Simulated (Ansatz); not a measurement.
The system is MnPt2.

```
CELL_PARAMETERS angstrom
2.85840 0.00000 0.00000
-1.42920 2.47545 0.00000
0.00000 0.00000 6.53250
ATOMIC_POSITIONS crystal
Pt 0.66667 0.33333 0.31621
Pt 0.33333 0.66667 0.68379
Mn 0.00000 0.00000 0.00000
```

The cell comes from a database or a generator and needn't be the stable form of this composition.

Base run:

* Program: Ansatz 0.2.0
* Functional: PBE
* Potentials or basis: Ansatz PAW
* Cutoff: 420 eV (not typed: the program's choice for these potentials)
* k mesh: 11 × 11 × 4
* Occupations: fermi-dirac, width 0.05 eV
* Spin: no spin polarisation

Its results: band gap on the k mesh none (metal or under the smearing width); pressure -17.1 GPa; largest force 0.354 eV/Å.

Task: The run is repeated on the same cell with these changes: spin from no spin polarisation to collinear spin, ferromagnetic start. What comes out?

Result: Band gap on the k mesh none (metal or under the smearing width); pressure -0.5 GPa; net moment 4.55 μB per cell; site moments Pt +0.32; Mn +3.74 μB; largest force 0.024 eV/Å.
